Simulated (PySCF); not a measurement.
SGe (germanium sulfide (GeS)), in a box:

```
S Ge
1.0
     9.00000    0.00000    0.00000
     0.00000    9.00000    0.00000
     0.00000    0.00000   12.00000
S Ge
1 1
Cartesian
  4.5130 4.5210 5.0280
  4.5130 4.5210 7.0400
```

Program: PySCF 2.14.0. Alike in all runs: task atomic charges; potentials or basis def2-svp (all-electron); no spin polarisation; cell as given; k mesh 1 × 1 × 1; smearing fixed.

Task: Order these runs on this cell by their band gap on the k mesh, lowest first.
A. level N12+D3; three-body dispersion term no
B. level r2SCAN50; exxdiv ewald
C. level LC-wPBE+D4; three-body dispersion term yes; exxdiv ewald

Result: A (3.83 eV), B (7.61 eV), C (10.41 eV).

Caveats: this is a molecule in a periodic box at the Γ point, so its band gap is the HOMO-LUMO gap; relativity is left out, which matters for the heavier elements; the basis of atomic orbitals isn't converged, which shifts pressures, moduli and gaps.

